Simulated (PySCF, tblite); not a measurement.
**C7H14AlP: geometry, infrared bands and NMR shifts**

Wanted: the infrared bands and NMR shifts of C7H14AlP (`C=C[P@@+]([AlH3-])(C#CC)CC`), by calculation.

The runs use tblite 0.8.0 and PySCF 2.14.0, with density-fitted response routines of our own; the level of theory stands in each step. All values are computed, except where a source is named. Atoms are numbered from 0 throughout.

**1. The starting structure**

23 atoms, charge 0, multiplicity 1; geometry from: force field or distance geometry start.

Bonds of the start (Å): C0–C1 1.35, C1–P2 1.78, P2–Al3 2.30, P2–C4 1.74, C4–C5 1.23, C5–C6 1.49, P2–C7 1.80, C7–C8 1.52, C0–H9 1.11, C0–H10 1.09, C1–H11 1.09, Al3–H12 1.63, Al3–H13 1.60, Al3–H14 1.59, C6–H15 1.12, C6–H16 1.10, C6–H17 1.12, C7–H18 1.10, C7–H19 1.13, C8–H20 1.10, C8–H21 1.11, C8–H22 1.12.

**2. Optimising the geometry with GFN2-xTB**

What the job is given:

```
{"job": {"kind": "relax", "xc": "GFN2-xTB", "basis": "xTB"}, "charge": 0, "multiplicity": 1}
C      0.501500     1.659100     2.457600
C      0.521900     0.350300     2.145100
P     -0.170500    -0.098500     0.565200
Al    -1.941100     1.321700     0.202500
C      1.073000     0.111700    -0.640100
C      1.955200     0.241800    -1.485800
C      3.043900     0.380100    -2.489000
C     -0.790300    -1.789700     0.546800
C     -1.676800    -1.926000    -0.679900
H      0.916100     1.962000     3.436400
H      0.060800     2.385100     1.771500
H      0.945300    -0.386500     2.826500
H     -3.202800     0.710500     1.032700
H     -2.360200     1.362000    -1.345900
H     -1.676800     2.781100     0.774900
H      3.781100     1.148100    -2.135000
H      2.585300     0.740400    -3.419900
H      3.550300    -0.610300    -2.652400
H      0.019900    -2.538500     0.534400
H     -1.375200    -2.018100     1.483700
H     -1.457200    -2.820100    -1.273600
H     -1.574200    -1.028000    -1.332800
H     -2.733800    -1.911200    -0.312900
```

Command:

```bash
$ OMP_NUM_THREADS=1 python probes_run.py task.json out
```

The driver reads the jobs from task.json and runs them one after another.

**Question.** This job is followed by: GFN2-xTB harmonic vibrations, gas phase; GIAO PBE0/pcSseg-1 NMR shielding, non-relativistic, gas phase. Predict these results of the whole session: strongest single infrared mode (GFN2-xTB); zero-point energy (GFN2-xTB); ¹³C shifts against TMS (PBE0/pcSseg-1); ¹H shifts against TMS (PBE0/pcSseg-1, means over atoms taken as alike); ³¹P shifts against H3PO4 (PBE0/pcSseg-1); ²⁷Al shifts against AlH4- (PBE0/pcSseg-1).

As calculated:

| quantity | value |
| --- | --- |
| strongest single infrared mode (GFN2-xTB) | 732 cm⁻¹, 739 km/mol |
| zero-point energy (GFN2-xTB) | 108.1 kcal/mol |
| ¹³C shifts against TMS (PBE0/pcSseg-1) | 146.1, 141.2, 115.8, 76.3, 34.4, 13.0, 6.1 ppm |
| ¹H shifts against TMS (PBE0/pcSseg-1, means over atoms taken as alike) | 6.94, 6.67, 6.54, 4.03, 2.24, 2.22, 1.67, 1.50 ppm |
| ³¹P shifts against H3PO4 (PBE0/pcSseg-1) | -51.5 ppm |
| ²⁷Al shifts against AlH4- (PBE0/pcSseg-1) | 44.7 ppm |

In words: Relaxing lowered the energy by 1.079 eV in 212 steps; the close pair that moved most is P2–Al3, from 2.299 to 2.482 Å. The lowest mode is imaginary (21i cm⁻¹), so the xTB geometry is not a minimum. The strongest single mode, at 732 cm⁻¹, has its largest shares on H12, H14 and H13 (the list is cut at 3 atoms). Unscaled tight-binding wavenumbers are off by several per cent, some by more. Its intensities can rank the bands wrongly. C0 (terminal =CH2 carbon) lies farthest downfield among carbon, at 146.1 ppm; as expected for a trigonal carbon in a double bond. At PBE0/pcSseg-1: Shielding is most anisotropic at C5 (span 271 ppm, paramagnetic term -204 ppm).
